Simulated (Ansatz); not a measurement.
I need a rigid scan of one bond length of CH₂FNSn, SMILES N#[C][SnH2][F]. Use the Ansatz DFT code, driven from Python. Settings (for the species named): Hartree-Fock, def2-SVP basis, multiplicity 1.

```yaml
atoms:
  - { symbol: N, position_ang: [2.1203, -1.3023, 1.1023] }
  - { symbol: C, position_ang: [1.1702, -0.7048, 0.6162] }
  - { symbol: Sn, position_ang: [-0.4833, 0.3043, -0.2533] }
  - { symbol: F, position_ang: [-1.7168, -0.9789, -0.7979] }
  - { symbol: H, position_ang: [0.0975, 1.2053, -1.6497] }
  - { symbol: H, position_ang: [-1.1458, 1.4123, 0.9364] }
```

`run_scan.py`:
```python
"""Potential curve of CH2FNSn along one bond."""

import ansatz as az
import matplotlib.pyplot as plt
import numpy as np


def main() -> None:
    geometry_ang = [
        ("N", (2.1203, -1.3023, 1.1023)),
        ("C", (1.1702, -0.7048, 0.6162)),
        ("Sn", (-0.4833, 0.3043, -0.2533)),
        ("F", (-1.7168, -0.9789, -0.7979)),
        ("H", (0.0975, 1.2053, -1.6497)),
        ("H", (-1.1458, 1.4123, 0.9364)),
    ]
    mol = az.Crystal.molecule()
    for symbol, xyz in geometry_ang:
        mol = mol.atom(symbol, xyz)

    symbols = [site.symbol for site in mol.cartesian_sites]
    start = np.array([site.position_ang for site in mol.cartesian_sites])
    axis = (start[5] - start[2]) / np.linalg.norm(start[5] - start[2])
    moving = [5]
    lengths, energies = [1.49, 1.62, 1.76, 1.93, 2.19, 2.63, 3.16, 3.86], []
    for length in lengths:
        xyz = start.copy()
        xyz[moving] += (length - np.linalg.norm(start[5] - start[2])) * axis
        point = az.Crystal.molecule()
        for symbol, place in zip(symbols, xyz):
            point = point.atom(symbol, place.tolist())
        calc = point.calculation()
        calc = calc.basis(gaussian="def2-SVP")
        calc = calc.functional("HF")
        calc = calc.spin("collinear")
        data = calc.run(threads=1, pin="off").report
        energies.append(data["free_energy_ev"])
        print(f"r = {length:6.3f} A  E = {energies[-1]:.5f} eV  <S^2> = {abs(data['mean_field']['state']['spin_squared']):.3f}")

    print("energy above the lowest point (eV):", [round(e - min(energies), 3) for e in energies])
    plt.figure(figsize=(4.5, 3))
    plt.plot(lengths, np.array(energies) - min(energies), "o-")
    plt.xlabel("bond length (A)")
    plt.ylabel("E - E(min) (eV)")
    plt.tight_layout()
    plt.savefig("scan.png", dpi=100)


if __name__ == "__main__":
    main()
```

```console
$ python run_scan.py
r =  1.490 A  E = -11049.78348 eV  <S^2> = 0.304
r =  1.620 A  E = -11050.17450 eV  <S^2> = 0.307
r =  1.760 A  E = -11050.18858 eV  <S^2> = 0.311
r =  1.930 A  E = -11049.88053 eV  <S^2> = 0.315
r =  2.190 A  E = -11049.09273 eV  <S^2> = 0.324
r =  2.630 A  E = -11048.07166 eV  <S^2> = 0.947
r =  3.160 A  E = -11047.73946 eV  <S^2> = 1.223
r =  3.860 A  E = -11047.65945 eV  <S^2> = 1.301
energy above the lowest point (eV): [0.405, 0.014, 0.0, 0.308, 1.096, 2.117, 2.449, 2.529]
```

Caveats:
- Total energies depend on the basis set; only differences at equal settings carry meaning.
- The rest of the molecule is held rigid at a force-field or estimated start geometry, and the basis set is modest; single-reference methods fail as a bond breaks.
- def2 sets replace the cores of elements past krypton by effective core potentials.
- The expectation value of S² is noticeably off S(S+1) in at least one run, so that state is spin-contaminated.
- Hartree-Fock leaves correlation out, so bond, atomisation and ionisation energies come out well too low.
- The whole script took 34 s on 1 thread of Arm Neoverse V1, with other jobs on the host, peak memory 0.28 GiB.
